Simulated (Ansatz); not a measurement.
# Pt2I: the cost of one run

Program: Ansatz 0.2.0. Level of theory: DFT PBE, scalar-relativistic, plane waves, PAW. These are calculated values, not measurements.

## Step 1: Starting point

The structure is tetragonal, space group I4/mmm (No. 139). The conventional cell has a = 3.856 Å, b = 3.856 Å, c = 9.460 Å, α = 90.00°, β = 90.00°, γ = 90.00°. Pt (site symmetry 4mm) is surrounded by 5 Pt at 3.12 to 3.17 Å and 5 I at 3.14 to 3.17 Å. I (site symmetry 4/mmm) is surrounded by 10 Pt at 3.14 to 3.17 Å.

Coordinates:

```
Pt I
1.0
    -1.92809    1.92809    4.72984
     1.92809   -1.92809    4.72984
     1.92809    1.92809   -4.72984
Pt I
2 1
Direct
  0.66500 0.66500 0.00000
  0.33500 0.33500 0.00000
  0.00000 0.00000 0.00000
```

(A quick probe on a coarse mesh, which set the mesh and smearing, is not shown.)

## Step 3: A loose first relaxation

The input, input.yaml:

```yaml
crystal:
  lattice:
    - [-1.9280861124, 1.9280861124, 4.7298362444]
    - [1.9280861124, -1.9280861124, 4.7298362444]
    - [1.9280861124, 1.9280861124, -4.7298362444]
  atoms:
    - { symbol: Pt, position: [0.665, 0.665, 0.0] }
    - { symbol: Pt, position: [0.335, 0.335, 0.0] }
    - { symbol: I, position: [0.0, 0.0, 0.0] }
basis:
  ecutwfc: 420
kpoints:
  mp_grid: { grid: [6, 6, 6] }
hamiltonian:
  xc: pbe
scf:
  occupations: { method: gaussian, width: 0.1 }
  lower_state_search: "off"
output:
  forces: true
  stress: true
  eigenvalues: true
relax:
  adjacent_minimum: "off"
  f_tol: 0.04
  max_steps: 70
  cell: { stress_tol: 0.4 }
```

The run is started by

```
$ ansatz run input.yaml --threads 1 --pin off --max-ram 2560MiB --backend cpu --events-out ev --progress --plain --runs-dir out
```

**Question.** How long does this run take on 1 thread of AMD EPYC 7R43 (Zen 3), shared host, and how much memory does it need?

About 25 s, with a peak of 0.43 GiB.
